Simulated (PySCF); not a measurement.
# HF/ANO-R1 (density fitting with def2-universal-jkfit) run of CH3FZn (ZnMeF)

What is the vertical ionisation energy of CH3FZn (ZnMeF) at HF/ANO-R1 (density fitting with def2-universal-jkfit)? The job is set up through a Python script.

The calculation is run with PySCF 2.14.0.

11 further runs of the same task are left out: 2 that didn't finish, 9 set aside as unsound or not needed.

### 1 The structure to begin with

CH3FZn: 6 atoms, total charge 0, spin state singlet. As SMILES, `[CH3][Zn][F]`. The shape comes from GFN2-xTB, which is rough for such elements, and wasn't checked as a minimum.

Bond lengths: Zn1–C2 1.988 Å, Zn1–F6 1.720 Å, C2–H3 1.082 Å, C2–H4 1.081 Å, C2–H5 1.082 Å. Angles: C2–Zn1–F6 178.6°, Zn1–C2–H3 110.8°, Zn1–C2–H4 110.6°, Zn1–C2–H5 110.6°, H3–C2–H4 108.2°, H3–C2–H5 108.2°, H4–C2–H5 108.3°.

### 2 Energy and one-electron properties at HF/ANO-R1 (density fitting with def2-universal-jkfit)

job.py reads:

```python
import numpy
from pyscf import gto, scf, lo

mol = gto.M(
    atom=[
    ('Zn', (-0.010470, 0.019370, -1.229760)),
    ('C', (0.003430, -0.000180, 0.758400)),
    ('H', (-0.439930, 0.903130, 1.154900)),
    ('H', (1.015860, -0.071280, 1.131670)),
    ('H', (-0.556880, -0.845660, 1.134370)),
    ('F', (-0.012020, -0.005380, -2.949590)),
],
    max_memory=1860,
    spin=0,
    charge=0,
    basis='ano-r1',
    verbose=4,
)

mf = mol.RHF()
mf = mf.density_fit(auxbasis='def2-universal-jkfit')
mf.max_cycle = 100
mf = mf.newton()
mf.kernel()

etot = mf.e_tot
print('E(%s) = %.9f' % ('HF', etot))
dip = mf.dip_moment()
pop, q = mf.mulliken_pop()
quad = mf.quad_moment()
occ = mf.mo_coeff[:, mf.mo_occ > 0]
iaos = lo.vec_lowdin(lo.iao.iao(mol, occ), mf.get_ovlp())
c = iaos.T @ mf.get_ovlp() @ occ
pop_iao, q_iao = scf.hf.mulliken_pop(lo.iao.reference_mol(mol), (c * mf.mo_occ[mf.mo_occ > 0]) @ c.T, numpy.eye(c.shape[0]), verbose=0)
print('IAO charges', numpy.round(q_iao, 4))
```

The run is started by

```console
$ OMP_NUM_THREADS=1 python job.py
```

What it wrote:

```text
PySCF version 2.14.0

[INPUT] num. atoms = 6
[INPUT] num. electrons = 48
[INPUT] charge = 0
[INPUT] spin (= nelec alpha-beta = 2S) = 0
[INPUT] symmetry False subgroup None
[INPUT] Mole.unit = angstrom
[INPUT] Symbol           X                Y                Z      unit          X                Y                Z       unit  Magmom
[INPUT]  1 Zn    -0.010470000000   0.019370000000  -1.229760000000 AA   -0.019785432524   0.036603995033  -2.323909598945 Bohr   0.0
[INPUT]  2 C      0.003430000000  -0.000180000000   0.758400000000 AA    0.006481760607  -0.000340150702   1.433168292870 Bohr   0.0
[INPUT]  3 H     -0.439930000000   0.903130000000   1.154900000000 AA   -0.831347213980   1.706668354878   2.182444701260 Bohr   0.0
[INPUT]  4 H      1.015860000000  -0.071280000000   1.131670000000 AA    1.919697180901  -0.134699678159   2.138546363387 Bohr   0.0
[INPUT]  5 H     -0.556880000000  -0.845660000000   1.134370000000 AA   -1.052350684248  -1.598065794500   2.143648623923 Bohr   0.0
[INPUT]  6 F     -0.012020000000  -0.005380000000  -2.949590000000 AA   -0.022714508017  -0.010166726550  -5.573917279756 Bohr   0.0

nuclear repulsion = 170.264214137038
number of shells = 16
number of NR pGTOs = 301
number of NR cGTOs = 77
basis = ano-r1
ecp = {}

******** <class 'pyscf.soscf.newton_ah.SecondOrderDFRHF'> ********
method = SecondOrderDFRHF
initial guess = minao
damping factor = 0
level_shift factor = 0
DIIS = <class 'pyscf.scf.diis.CDIIS'>
diis_start_cycle = 1
diis_space = 8
diis_damp = 0
SCF conv_tol = 1e-09
SCF conv_tol_grad = None
SCF max_cycles = 100
direct_scf = False
******** <class 'pyscf.df.df_jk.DFRHF'> Newton solver flags ********
SCF tol = 1e-09
conv_tol_grad = None
max. SCF cycles = 100
direct_scf = False
max_cycle_inner = 12
max_stepsize = 0.05
ah_start_tol = 1e+09
ah_level_shift = 0
ah_conv_tol = 1e-12
ah_lindep = 1e-14
ah_start_cycle = 1
ah_max_cycle = 40
ah_grad_trust_region = 2.5
kf_interval = 4
kf_trust_region = 5
canonicalization = True
Set conv_tol_grad to 3.16228e-05
Initial guess from minao.
******** <class 'pyscf.df.df.DF'> ********
auxbasis = def2-universal-jkfit
  HOMO = -0.341300531978551  LUMO = -0.00542910958491571  gap/eV = 9.13953
Initial guess E= -1909.69641761645  |g|= 0.73514
macro= 0  E= -1909.79874774145  delta_E= -0.10233  |g|= 0.0134358  4 KF 13 JK
macro= 1  E= -1909.79875806665  delta_E= -1.03252e-05  |g|= 1.70973e-05  3 KF 10 JK
macro= 2  E= -1909.79875806665  delta_E= -3.63798e-12  |g|= 6.2797e-06  1 KF 2 JK
Canonicalize SCF orbitals
macro X = 3  E=-1909.79875806665  |g|= 6.2797e-06  total 9 KF 29 JK
converged SCF energy = -1909.79875806665
E(HF) = -1909.798758067
Dipole moment(X, Y, Z, Debye): -0.01264,  0.09414,  2.35681
 ** Mulliken pop  **
pop of  0 Zn 1s           1.99995
pop of  0 Zn 2s           2.00066
pop of  0 Zn 3s           1.98980
pop of  0 Zn 4s           0.67082
pop of  0 Zn 5s           0.00196
pop of  0 Zn 2px          1.99994
pop of  0 Zn 2py          1.99994
pop of  0 Zn 2pz          1.99997
pop of  0 Zn 3px          1.99949
pop of  0 Zn 3py          1.99949
pop of  0 Zn 3pz          1.99803
pop of  0 Zn 4px          0.00053
pop of  0 Zn 4py          0.00053
pop of  0 Zn 4pz          0.00036
pop of  0 Zn 5px          0.03777
pop of  0 Zn 5py          0.03776
pop of  0 Zn 5pz          0.31152
pop of  0 Zn 3dxy         1.99992
pop of  0 Zn 3dyz         1.99952
pop of  0 Zn 3dz^2        1.95464
pop of  0 Zn 3dxz         1.99952
pop of  0 Zn 3dx2-y2      1.99992
pop of  0 Zn 4dxy         0.00002
pop of  0 Zn 4dyz         0.00520
pop of  0 Zn 4dz^2        0.01012
pop of  0 Zn 4dxz         0.00519
pop of  0 Zn 4dx2-y2      0.00003
pop of  0 Zn 4f-3         0.00000
pop of  0 Zn 4f-2         0.00000
pop of  0 Zn 4f-1         0.00049
pop of  0 Zn 4f+0         0.00123
pop of  0 Zn 4f+1         0.00048
pop of  0 Zn 4f+2         0.00000
pop of  0 Zn 4f+3         0.00000
pop of  1 C 1s            1.99952
pop of  1 C 2s            1.16017
pop of  1 C 3s            0.00018
pop of  1 C 2px           1.05482
pop of  1 C 2py           1.05480
pop of  1 C 2pz           1.21045
pop of  1 C 3px          -0.00849
pop of  1 C 3py          -0.00848
pop of  1 C 3pz           0.02456
pop of  1 C 3dxy          0.01434
pop of  1 C 3dyz          0.00788
pop of  1 C 3dz^2         0.00678
pop of  1 C 3dxz          0.00748
pop of  1 C 3dx2-y2       0.01457
pop of  2 H 1s            0.69934
pop of  2 H 2s            0.19396
pop of  2 H 2px           0.01071
pop of  2 H 2py           0.01816
pop of  2 H 2pz           0.01673
pop of  3 H 1s            0.69890
pop of  3 H 2s            0.19401
pop of  3 H 2px           0.02064
pop of  3 H 2py           0.00840
pop of  3 H 2pz           0.01655
pop of  4 H 1s            0.69883
pop of  4 H 2s            0.19388
pop of  4 H 2px           0.01212
pop of  4 H 2py           0.01690
pop of  4 H 2pz           0.01655
pop of  5 F 1s            2.00001
pop of  5 F 2s            1.94178
pop of  5 F 3s           -0.02520
pop of  5 F 2px           1.93899
pop of  5 F 2py           1.93892
pop of  5 F 2pz           1.74795
pop of  5 F 3px           0.02475
pop of  5 F 3py           0.02476
pop of  5 F 3pz           0.02464
pop of  5 F 3dxy          0.00002
pop of  5 F 3dyz          0.00112
pop of  5 F 3dz^2         0.00205
pop of  5 F 3dxz          0.00112
pop of  5 F 3dx2-y2       0.00002
 ** Mulliken atomic charges  **
charge of    0Zn =      0.97519
charge of    1C =     -0.53858
charge of    2H =      0.06110
charge of    3H =      0.06150
charge of    4H =      0.06173
charge of    5F =     -0.62094
Traceless quadrupole moment (Debye*A):

IAO charges [ 1.397  -0.9488  0.1323  0.1324  0.1324 -0.8452]
```

It took 1.4 s on 1 thread of Intel Xeon 6975P-C (Granite Rapids), shared host; peak memory 0.16 GiB.

Atomic charges (e):

```csv
atom,Mulliken,IAO
Zn1,+0.975,+1.397
C2,-0.539,-0.949
H3,+0.061,+0.132
H4,+0.061,+0.132
H5,+0.062,+0.132
F6,-0.621,-0.845
```

### 3 The doublet cation, same level

run.py reads:

```python
from pyscf import gto, scf

molecule = gto.M(
    atom=[
    ('Zn', (-0.010470, 0.019370, -1.229760)),
    ('C', (0.003430, -0.000180, 0.758400)),
    ('H', (-0.439930, 0.903130, 1.154900)),
    ('H', (1.015860, -0.071280, 1.131670)),
    ('H', (-0.556880, -0.845660, 1.134370)),
    ('F', (-0.012020, -0.005380, -2.949590)),
],
    max_memory=1860,
    spin=1,
    basis='ano-r1',
    verbose=4,
    charge=1,
)

calc0 = scf.UHF(molecule)
calc0 = calc0.density_fit(auxbasis='def2-universal-jkfit')
calc0.max_cycle = 100
calc0.kernel()
if not calc0.converged:
    calc0 = calc0.newton().run(calc0.mo_coeff, calc0.mo_occ)

e_tot = calc0.e_tot
print('E(%s) = %.9f' % ('HF', e_tot))
calc0.analyze()
quad = calc0.quad_moment()
```

The run is started by

```console
$ OMP_NUM_THREADS=1 python run.py
```

What it wrote:

```text
PySCF version 2.14.0

[INPUT] num. atoms = 6
[INPUT] num. electrons = 47
[INPUT] charge = 1
[INPUT] spin (= nelec alpha-beta = 2S) = 1
[INPUT] symmetry False subgroup None
[INPUT] Mole.unit = angstrom
[INPUT] Symbol           X                Y                Z      unit          X                Y                Z       unit  Magmom
[INPUT]  1 Zn    -0.010470000000   0.019370000000  -1.229760000000 AA   -0.019785432524   0.036603995033  -2.323909598945 Bohr   0.0
[INPUT]  2 C      0.003430000000  -0.000180000000   0.758400000000 AA    0.006481760607  -0.000340150702   1.433168292870 Bohr   0.0
[INPUT]  3 H     -0.439930000000   0.903130000000   1.154900000000 AA   -0.831347213980   1.706668354878   2.182444701260 Bohr   0.0
[INPUT]  4 H      1.015860000000  -0.071280000000   1.131670000000 AA    1.919697180901  -0.134699678159   2.138546363387 Bohr   0.0
[INPUT]  5 H     -0.556880000000  -0.845660000000   1.134370000000 AA   -1.052350684248  -1.598065794500   2.143648623923 Bohr   0.0
[INPUT]  6 F     -0.012020000000  -0.005380000000  -2.949590000000 AA   -0.022714508017  -0.010166726550  -5.573917279756 Bohr   0.0

nuclear repulsion = 170.264214137038
number of shells = 16
number of NR pGTOs = 301
number of NR cGTOs = 77
basis = ano-r1
ecp = {}

******** <class 'pyscf.df.df_jk.DFUHF'> ********
method = DFUHF
initial guess = minao
damping factor = 0
level_shift factor = 0
DIIS = <class 'pyscf.scf.diis.CDIIS'>
diis_start_cycle = 1
diis_space = 8
diis_damp = 0
SCF conv_tol = 1e-09
SCF conv_tol_grad = None
SCF max_cycles = 100
direct_scf = False
number electrons alpha = 24  beta = 23
Set gradient conv threshold to 3.16228e-05
******** <class 'pyscf.df.df.DF'> ********
auxbasis = def2-universal-jkfit
init E= -1909.74419742935
[... the frontier-level lines of each cycle are left out ...]

[... 57 lines left out ...]
converged SCF energy = -1909.44485888104  <S^2> = 0.75592297  2S+1 = 2.0059142
[... 2 lines left out ...]
Total Energy =                       -1909.444858881042819
Nuclear Repulsion Energy =             170.264214137037811
One-electron Energy =                -2998.131407815586499
Two-electron Energy =                  918.422334797505641
Two-electron Coulomb Energy =         1005.087195611317497
DFT Exchange-Correlation Energy =      -86.664860813811856
[... 3 lines left out ...]
MO #1   energy= -349.922909562977  | -349.921428460441  occ= 1 | 1
MO #2   energy= -44.196274915887   | -44.195657728712   occ= 1 | 1
MO #3   energy= -39.1065954942843  | -39.1067036793707  occ= 1 | 1
[... 1 line left out ...]
MO #77  energy= 5.72240285807401   | 5.72498153152853   occ= 0 | 0
[... 69 lines left out ...]
spin_pop of  5 F 2s        0.00055
spin_pop of  5 F 3s        0.00123
spin_pop of  5 F 2px      -0.00055
spin_pop of  5 F 2py      -0.00056
spin_pop of  5 F 2pz       0.02260
spin_pop of  5 F 3px       0.00001
spin_pop of  5 F 3py       0.00001
spin_pop of  5 F 3pz       0.00001
spin_pop of  5 F 3dxy      0.00000
spin_pop of  5 F 3dyz      0.00001
spin_pop of  5 F 3dz^2     0.00005
spin_pop of  5 F 3dxz      0.00001
spin_pop of  5 F 3dx2-y2    0.00000
 ** Mulliken Spin Density (per atom)  **
spin density of  0 Zn =      0.12559
spin density of  1 C =      0.89422
spin density of  2 H =     -0.01441
spin density of  3 H =     -0.01440
spin density of  4 H =     -0.01437
spin density of  5 F =      0.02337
 ** Mulliken pop alpha/beta on meta-lowdin orthogonal AOs **
 ** Mulliken pop       alpha | beta **
pop of  0 Zn 1s        1.00000 | 0.99999
pop of  0 Zn 2s        0.99995 | 0.99994
pop of  0 Zn 3s        0.99954 | 0.99950
[... 74 lines of this table left out ...]
In total            24.00000 | 23.00000
 ** Mulliken atomic charges   ( Nelec_alpha | Nelec_beta ) **
charge of  0Zn =      1.56983  (    14.27788     14.15229 )
charge of  1C =     -0.45982  (     3.67702      2.78280 )
charge of  2H =      0.20500  (     0.39029      0.40470 )
charge of  3H =      0.20513  (     0.39023      0.40464 )
charge of  4H =      0.20520  (     0.39022      0.40458 )
charge of  5F =     -0.72534  (     4.87435      4.85099 )

WARN: System has nonzero charge 1; the dipole moment is origin-dependent.
Location of origin: [0. 0. 0.]

Dipole moment(X, Y, Z, Debye): -0.02047,  0.12928,  2.67183
Traceless quadrupole moment (Debye*A):
```

Wall time 1.2 s (1 thread of Intel Xeon 6975P-C (Granite Rapids), shared host); peak memory 0.15 GiB.

Atomic charges (e):

```csv
atom,Mulliken
Zn1,+1.339
C2,-0.286
H3,+0.166
H4,+0.166
H5,+0.167
F6,-0.551
```

### 4 Summary of results

Level: HF/ANO-R1 (density fitting with def2-universal-jkfit).

| quantity | value |
| --- | --- |
| singlet CH3FZn: total energy | -1909.79876 Eh |
| singlet CH3FZn: dipole moment | 2.36 D |
| singlet CH3FZn: HOMO energy | -11.06 eV |
| singlet CH3FZn: LUMO energy | 2.78 eV |
| singlet CH3FZn: HOMO–LUMO gap | 13.85 eV |
| doublet cation: total energy | -1909.44486 Eh |
| doublet cation: HOMO energy (highest over α and β) | -19.96 eV |
| doublet cation: LUMO energy (lowest over α and β) | -8.53 eV |
| doublet cation: ⟨S²⟩ | 0.756 |
| vertical ionisation energy (to the doublet cation) | 9.630 eV |

The vertical ionisation energy comes to 9.63 eV (929 kJ/mol). The negative HOMO energy of the first species, 11.06 eV, lies 1.43 eV above that difference. Mulliken charges (singlet CH3FZn) run from -0.62 on F6 to +0.98 on Zn1; they depend strongly on the basis. The basis (singlet CH3FZn) was made for a relativistic Hamiltonian, but the run is non-relativistic. Mulliken charges (doublet cation) run from -0.55 on F6 to +1.34 on Zn1; they depend strongly on the basis. The basis (doublet cation) was made for a relativistic Hamiltonian, but the run is non-relativistic.
